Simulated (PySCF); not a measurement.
**H₂: fields and orbitals**

For H₂, the scripts below localise its valence orbitals, see where an electron leaves and enters and pull one bond apart with RHF, UHF and CASSCF.

Program: PySCF 2.14.0. Level of theory: levels as typed in each script, gas phase, geometry from GFN2-xTB. These are calculated values, not measurements.

## (1) The starting structure

SMILES `[H][H]`, 2 atoms, charge 0, spin multiplicity 1.

Bond lengths: H1–H2 0.777 Å.

Geometry (Å):

```tsv
atom	x (Å)	y (Å)	z (Å)
H1	0.3883	0.0000	0.0000
H2	-0.3883	0.0000	0.0000
```

## (2) Localised orbitals (BP86/aug-cc-pvdz)

The input, input.py:

```python
import numpy as np
from pyscf import gto, scf, dft, lo
from pyscf.data.elements import chemcore

def solve(mol, dm0=None, hcore=None):
    mf = (dft.UKS if mol.spin else dft.RKS)(mol, xc='bp86')
    mf.grids.level = 3
    mf = mf.density_fit(auxbasis='def2-universal-jkfit')
    mf.conv_tol, mf.max_cycle = 1e-8, 80
    if hcore is not None:
        mf.get_hcore = lambda *args: hcore
    mf.kernel(dm0)
    if not mf.converged:
        mf = mf.newton().run(mf.mo_coeff, mf.mo_occ, max_cycle=30)
    assert mf.converged, 'SCF not converged'
    return mf

mol = gto.M(atom='''
H      0.38834     0.00000     0.00000
H     -0.38834     0.00000     0.00000
''', basis='aug-cc-pvdz', charge=0, spin=0, verbose=4)
mf = solve(mol)
occ_all = mf.mo_coeff[:, mf.mo_occ > 0]
occ = occ_all[:, chemcore(mol):]
pm = lo.PM(mol, occ, pop_method='meta_lowdin')
loc = pm.kernel()
for _ in range(5):
    new, stable = pm.stability_jacobi(return_status=True)
    if stable:
        break
    loc = pm.kernel(new)
fock, s = mf.get_fock(), mf.get_ovlp()
ortho = lo.orth_ao(mol, 'meta_lowdin')
labels = mol.ao_labels(fmt=None)
vir = loc[:, :0]
both = np.hstack([loc, vir])
p = (ortho.T @ s @ both) ** 2
pop = np.array([p[[l[0] == a for l in labels]].sum(0) for a in range(mol.natm)])
spd = np.array([[p[[l[0] == a and l[2][-1] == k for l in labels]].sum(0) for k in 'spd'] for a in range(mol.natm)])
eps = np.einsum('pi,pq,qi->i', both, fock, both)
for i in np.argsort(eps):
    top = np.argsort(-pop[:, i])[:3]
    print('%3d %s %9.4f Eh ' % (i + 1, 'occ' if i < loc.shape[1] else 'vir', eps[i]), '  '.join('%s%d %.3f' % (mol.atom_symbol(a), a + 1, pop[a, i]) for a in top))
np.savez('result.npz', c=both, nocc=loc.shape[1], pop=pop, spd=spd, eps=eps, e=mf.e_tot)
```

On the command line:

```sh
> OMP_NUM_THREADS=1 python input.py
```

## (4) Removing and adding an electron (BP86/6-31+g*)

The input, input.py:

```python
import numpy as np
from pyscf import gto, scf, dft
from pyscf.scf import atom_ks, atom_hf
from scipy.linalg import block_diag

def solve(mol, dm0=None, hcore=None):
    mf = (dft.UKS if mol.spin else dft.RKS)(mol, xc='bp86')
    mf.grids.level = 3
    mf = mf.density_fit(auxbasis='def2-universal-jkfit')
    mf.conv_tol, mf.max_cycle = 1e-8, 80
    if hcore is not None:
        mf.get_hcore = lambda *args: hcore
    mf.kernel(dm0)
    if not mf.converged:
        mf = mf.newton().run(mf.mo_coeff, mf.mo_occ, max_cycle=30)
    assert mf.converged, 'SCF not converged'
    return mf

mol = gto.M(atom='''
H      0.38834     0.00000     0.00000
H     -0.38834     0.00000     0.00000
''', basis='6-31+g*', charge=0, spin=0, verbose=4)
mf = solve(mol)
out = dict(e0=mf.e_tot, dm0=mf.make_rdm1(), c=mf.mo_coeff, occ=mf.mo_occ, eps=mf.mo_energy)
for name, dq, spin in [('cation', 1, 1), ('anion', -1, 1)]:
    ion = mol.copy().set(charge=mol.charge + dq, spin=spin).build()
    mi = solve(ion)
    if spin and dq > 0 and mol.nao < 130:
        c, _, stable, _ = mi.stability(return_status=True)
        if not stable:
            mi = solve(ion, mi.make_rdm1(c, mi.mo_occ))
    print(name, 'vertical energy change / eV', (mi.e_tot - mf.e_tot) * 27.211386)
    out.update({'e_' + name: mi.e_tot, 'dm_' + name: mi.make_rdm1(), 's2_' + name: mi.spin_square()[0], 'eps_' + name: mi.mo_energy, 'occ_' + name: mi.mo_occ})
# spherically averaged free atoms, for the promolecule
atm = atom_ks.get_atm_nrks(mol, xc='bp86')
pro = block_diag(*[(atm[a[0]][2] * atm[a[0]][3]) @ atm[a[0]][2].T for a in mol._atom])
np.savez('result.npz', pro=pro, **out)
```

## (6) Stretching a bond (cc-pvdz)

The input, input.py:

```python
import numpy as np
from pyscf import gto, scf, mcscf

mol = gto.M(atom='''
H      0.38834     0.00000     0.00000
H     -0.38834     0.00000     0.00000
''', basis='cc-pvdz', charge=0, spin=0, verbose=4)
# stretch the bond between atoms 1 and 2, from long to short, fragments rigid
a, b, move = 0, 1, [1]
xyz = mol.atom_coords(unit='Angstrom')
u = xyz[b] - xyz[a]
r0 = np.linalg.norm(u)
rows, last, dm_u = [], None, None
for r in [1.74, 1.36, 1.12, 0.96, 0.84, 0.74, 0.68, 0.62, 0.57]:
    new = xyz.copy()
    new[move] += u / r0 * (r - r0)
    m = mol.set_geom_(new, unit='Angstrom', inplace=False)
    rhf = scf.RHF(m).density_fit(auxbasis='def2-universal-jkfit').run()
    uhf = scf.UHF(m).density_fit(auxbasis='def2-universal-jkfit').newton()
    if dm_u is None:
        c = rhf.mo_coeff
        h = m.nelectron // 2 - 1
        ca, cb = c.copy(), c.copy()
        ca[:, h], cb[:, h] = (c[:, h] + c[:, h + 1]) / 2**.5, (c[:, h] - c[:, h + 1]) / 2**.5
        dm_u = np.array([x[:, :h + 1] @ x[:, :h + 1].T for x in (ca, cb)])
    uhf.kernel(dm0=dm_u)
    for _ in range(3):
        c, _, stable, _ = uhf.stability(return_status=True)
        if stable:
            break
        uhf.kernel(c, uhf.mo_occ)
    dm_u = uhf.make_rdm1()
    mc = mcscf.CASSCF(rhf, 2, 2)
    mc.natorb = True
    mc.fix_spin_(ss=0)
    guess = mcscf.addons.make_natural_orbitals(uhf)[1] if last is None else mcscf.project_init_guess(mc, last.mo_coeff, last.mol)
    mc.kernel(guess)
    last = mc
    act = slice(mc.ncore, mc.ncore + mc.ncas)
    print('r %.3f  RHF %.6f  UHF %.6f  <S^2> %.3f  CASSCF %.6f  occupations' % (r, rhf.e_tot, uhf.e_tot, uhf.spin_square()[0], mc.e_tot), mc.mo_occ[act].round(4))
    rows.append((new, rhf.e_tot, uhf.e_tot, uhf.spin_square()[0], mc.e_tot, mc.mo_occ[act], mc.mo_coeff[:, act], dm_u[0] - dm_u[1], rhf.converged and uhf.converged and mc.converged))
    np.savez('result.npz', **{k: [row[i] for row in rows] for i, k in enumerate('xyz rhf uhf s2 cas occ c spin ok'.split())})
```

(Steps that only read results are left out.)

**Question.** What will these runs give? Wanted: vertical ionisation energy.

**Answer**, as computed:

| quantity | value |
| --- | --- |
| localised occupied orbitals above −45 eV (BP86/aug-cc-pvdz) | 1 |
| vertical ionisation energy (BP86/6-31+g*) | 16.41 eV |

What this shows: The ionisation energy from two SCF runs, 16.41 eV, lies 6.1 eV above −ε(HOMO) = 10.35 eV of the same level, BP86/6-31+g*, since self-interaction lifts this functional's HOMO. The geometry was not optimised at these levels.
